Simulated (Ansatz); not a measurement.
## Molecular dynamics of Be

The input (input.yaml):

```yaml
crystal:
  lattice:
    - [7.091764, 0.0, 0.0]
    - [-3.545882, 6.141648, 0.0]
    - [0.0, 0.0, 7.40853]
  atoms:
    - { symbol: Be, position: [0.0, 0.0, 0.0] }
    - { symbol: Be, position: [0.1111111, 0.2222222, 0.25] }
    - { symbol: Be, position: [0.0, 0.0, 0.5] }
    - { symbol: Be, position: [0.1111111, 0.2222222, 0.75] }
    - { symbol: Be, position: [0.0, 0.3333333, 0.0] }
    - { symbol: Be, position: [0.1111111, 0.5555556, 0.25] }
    - { symbol: Be, position: [0.0, 0.3333333, 0.5] }
    - { symbol: Be, position: [0.1111111, 0.5555556, 0.75] }
    - { symbol: Be, position: [0.0, 0.6666667, 0.0] }
    - { symbol: Be, position: [0.1111111, 0.8888889, 0.25] }
    - { symbol: Be, position: [0.0, 0.6666667, 0.5] }
    - { symbol: Be, position: [0.1111111, 0.8888889, 0.75] }
    - { symbol: Be, position: [0.3333333, 0.0, 0.0] }
    - { symbol: Be, position: [0.4444444, 0.2222222, 0.25] }
    - { symbol: Be, position: [0.3333333, 0.0, 0.5] }
    - { symbol: Be, position: [0.4444444, 0.2222222, 0.75] }
    - { symbol: Be, position: [0.3333333, 0.3333333, 0.0] }
    - { symbol: Be, position: [0.4444444, 0.5555556, 0.25] }
    - { symbol: Be, position: [0.3333333, 0.3333333, 0.5] }
    - { symbol: Be, position: [0.4444444, 0.5555556, 0.75] }
    - { symbol: Be, position: [0.3333333, 0.6666667, 0.0] }
    - { symbol: Be, position: [0.4444444, 0.8888889, 0.25] }
    - { symbol: Be, position: [0.3333333, 0.6666667, 0.5] }
    - { symbol: Be, position: [0.4444444, 0.8888889, 0.75] }
    - { symbol: Be, position: [0.6666667, 0.0, 0.0] }
    - { symbol: Be, position: [0.7777778, 0.2222222, 0.25] }
    - { symbol: Be, position: [0.6666667, 0.0, 0.5] }
    - { symbol: Be, position: [0.7777778, 0.2222222, 0.75] }
    - { symbol: Be, position: [0.6666667, 0.3333333, 0.0] }
    - { symbol: Be, position: [0.7777778, 0.5555556, 0.25] }
    - { symbol: Be, position: [0.6666667, 0.3333333, 0.5] }
    - { symbol: Be, position: [0.7777778, 0.5555556, 0.75] }
    - { symbol: Be, position: [0.6666667, 0.6666667, 0.0] }
    - { symbol: Be, position: [0.7777778, 0.8888889, 0.25] }
    - { symbol: Be, position: [0.6666667, 0.6666667, 0.5] }
    - { symbol: Be, position: [0.7777778, 0.8888889, 0.75] }
basis:
  ecutwfc: 420.0
kpoints:
  mp_grid: { grid: [2, 2, 2] }
hamiltonian:
  xc: pbe
scf:
  occupations: { method: fermi_dirac, width: 0.36 }
  lower_state_search: "off"
md:
  timestep: 0.75
  n_steps: 60
  ensemble: nvt_langevin
  temperature: 4200.0
  initial_velocities: maxwell_boltzmann
  seed: 434209
  friction: 0.02
```

Command:

```bash
$ ansatz run input.yaml --threads 1 --pin off --max-ram 3072MiB --backend cpu --events-out ev --progress --plain --runs-dir out
```

It starts from a structure without forces on its atoms.

Output, in part (one step line in 3):

```
md step     0: t =     0.00 fs  T =  4083.3 K  F+E_penalty+E_count = -3337.89746985 eV  E_kin = 19.001220 eV  (6 SCF iters)
md step     3: t =     2.25 fs  T =  4227.6 K  F+E_penalty+E_count = -3337.22283307 eV  E_kin = 19.672590 eV  (6 SCF iters)
md step     6: t =     4.50 fs  T =  3560.1 K  F+E_penalty+E_count = -3335.25143520 eV  E_kin = 16.566324 eV  (5 SCF iters)
md step     9: t =     6.75 fs  T =  3027.8 K  F+E_penalty+E_count = -3332.33909238 eV  E_kin = 14.089613 eV  (5 SCF iters)
md step    12: t =     9.00 fs  T =  2390.8 K  F+E_penalty+E_count = -3328.92027144 eV  E_kin = 11.125341 eV  (5 SCF iters)
md step    15: t =    11.25 fs  T =  2115.4 K  F+E_penalty+E_count = -3325.71088481 eV  E_kin = 9.843742 eV  (5 SCF iters)
md step    18: t =    13.50 fs  T =  1937.8 K  F+E_penalty+E_count = -3323.44249010 eV  E_kin = 9.017301 eV  (5 SCF iters)
md step    21: t =    15.75 fs  T =  1841.4 K  F+E_penalty+E_count = -3322.38105473 eV  E_kin = 8.568607 eV  (5 SCF iters)
md step    24: t =    18.00 fs  T =  2121.6 K  F+E_penalty+E_count = -3322.36903481 eV  E_kin = 9.872362 eV  (5 SCF iters)
md step    27: t =    20.25 fs  T =  2495.4 K  F+E_penalty+E_count = -3322.72862176 eV  E_kin = 11.611923 eV  (5 SCF iters)
md step    30: t =    22.50 fs  T =  3037.4 K  F+E_penalty+E_count = -3323.24006405 eV  E_kin = 14.134234 eV  (6 SCF iters)
md step    33: t =    24.75 fs  T =  3042.7 K  F+E_penalty+E_count = -3323.23921536 eV  E_kin = 14.158667 eV  (5 SCF iters)
md step    36: t =    27.00 fs  T =  3236.6 K  F+E_penalty+E_count = -3322.67924660 eV  E_kin = 15.060879 eV  (5 SCF iters)
md step    39: t =    29.25 fs  T =  3123.0 K  F+E_penalty+E_count = -3322.40615828 eV  E_kin = 14.532581 eV  (5 SCF iters)
md step    42: t =    31.50 fs  T =  3418.1 K  F+E_penalty+E_count = -3322.19773169 eV  E_kin = 15.905419 eV  (5 SCF iters)
md step    45: t =    33.75 fs  T =  3182.6 K  F+E_penalty+E_count = -3321.77699025 eV  E_kin = 14.809675 eV  (5 SCF iters)
md step    48: t =    36.00 fs  T =  3248.6 K  F+E_penalty+E_count = -3321.12091001 eV  E_kin = 15.116827 eV  (5 SCF iters)
md step    51: t =    38.25 fs  T =  3249.9 K  F+E_penalty+E_count = -3320.23159115 eV  E_kin = 15.123063 eV  (5 SCF iters)
md step    54: t =    40.50 fs  T =  3084.4 K  F+E_penalty+E_count = -3319.32291742 eV  E_kin = 14.352951 eV  (5 SCF iters)
md step    57: t =    42.75 fs  T =  2651.0 K  F+E_penalty+E_count = -3318.73032136 eV  E_kin = 12.335955 eV  (5 SCF iters)
md step    60: t =    45.00 fs  T =  3200.1 K  F+E_penalty+E_count = -3318.91921228 eV  E_kin = 14.891218 eV  (6 SCF iters)
```

All steps were run. The mean temperature of the second half is 26 % below the set value. A run of 0.045 ps of so small a system gives no equilibrium averages. Limits of this set-up: coarse k mesh.

Mean squared displacements from the first frame to the last, about the centre of mass: Be 0.32 Å².

Last frame:

```xyz
36
Lattice="7.0918 0.0000 0.0000 -3.5459 6.1416 0.0000 0.0000 0.0000 7.4085" Properties=species:S:1:pos:R:3
Be 0.015 -0.046 -0.283
Be 0.608 2.066 2.447
Be -0.299 -0.150 3.682
Be -0.527 1.300 5.505
Be -1.052 1.582 0.044
Be -1.741 3.926 2.099
Be -1.040 1.802 3.735
Be -1.754 3.117 5.906
Be -2.260 4.250 -0.046
Be -2.664 5.396 1.901
Be -2.200 3.911 4.065
Be -1.976 6.097 6.286
Be 2.457 0.351 0.275
Be 2.646 1.001 2.001
Be 2.516 -0.406 4.024
Be 2.443 1.760 5.494
Be 1.063 1.822 -0.427
Be 1.674 3.426 1.452
Be 0.747 1.773 4.325
Be 1.182 3.575 5.804
Be 0.090 3.577 -0.150
Be 0.088 5.207 1.933
Be -0.109 3.654 3.776
Be -0.175 5.602 6.109
Be 4.752 0.474 -0.428
Be 4.798 1.464 1.757
Be 5.179 -0.042 3.331
Be 4.441 1.138 5.328
Be 4.022 2.228 -0.394
Be 3.628 2.970 1.762
Be 3.550 1.935 3.557
Be 3.113 3.667 5.378
Be 2.034 4.492 -0.326
Be 2.582 5.803 1.422
Be 1.942 3.617 3.533
Be 1.688 5.235 4.981
```

Time of the run: 6.9 min on 1 thread of Arm Neoverse V2, on a shared host, peak memory 0.68 GiB.
